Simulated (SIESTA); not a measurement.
GeCN2:

```
Ge N C
1.0
     1.79379    1.03565    4.92196
    -1.79379    1.03565    4.92196
     0.00000   -2.07129    4.92196
Ge N C
1 2 1
Direct
  0.00000 0.00000 0.00000
  0.58390 0.58390 0.58390
  0.41610 0.41610 0.41610
  0.50000 0.50000 0.50000
```

The cell comes from a database or a generator and needn't be the stable form of this composition.

Base run:

```yaml
Program: SIESTA 5.4.2
Functional: PBEsol
Potentials_or_basis: PseudoDojo 0.4 standard (PBEsol files)
Basis: DZP (energy shift 0.003 Ry; two zetas on semicore shells)
Grid_cutoff: 800 Ry
Energy_shift: 0.003 Ry
k_mesh: 9 × 9 × 9
Occupations: fermi-dirac, width 0.05 eV
Spin: no spin polarisation
```

Its results: band gap on the k mesh 1.05 eV, indirect (least direct gap 1.88 eV); pressure 1.7 GPa; largest force 1.991 eV/Å.

Q: After a change of settings the same cell gave: band gap on the k mesh 1.48 eV, indirect (least direct gap 1.76 eV); pressure 14.8 GPa; largest force 8.316 eV/Å. Which change was it?
A. basis from DZP (energy shift 0.003 Ry; two zetas on semicore shells) to SZ (energy shift 0.003 Ry)
B. basis from DZP (energy shift 0.003 Ry; two zetas on semicore shells) to SZP (energy shift 0.003 Ry)
C. basis from DZP (energy shift 0.003 Ry; two zetas on semicore shells) to DZ (energy shift 0.003 Ry; two zetas on semicore shells)
D. basis from DZP (energy shift 0.003 Ry; two zetas on semicore shells) to TZP (energy shift 0.003 Ry; two zetas on semicore shells)

A: A.

Caveats: the basis of atomic orbitals isn't converged, which shifts pressures, moduli and gaps; forces of over 1 eV/Å show positions far from the minimum, so gaps and moduli don't describe the material at rest; the basis has no polarisation orbitals (some runs); the mesh misses the band edges, which the band path finds closer together (some runs).
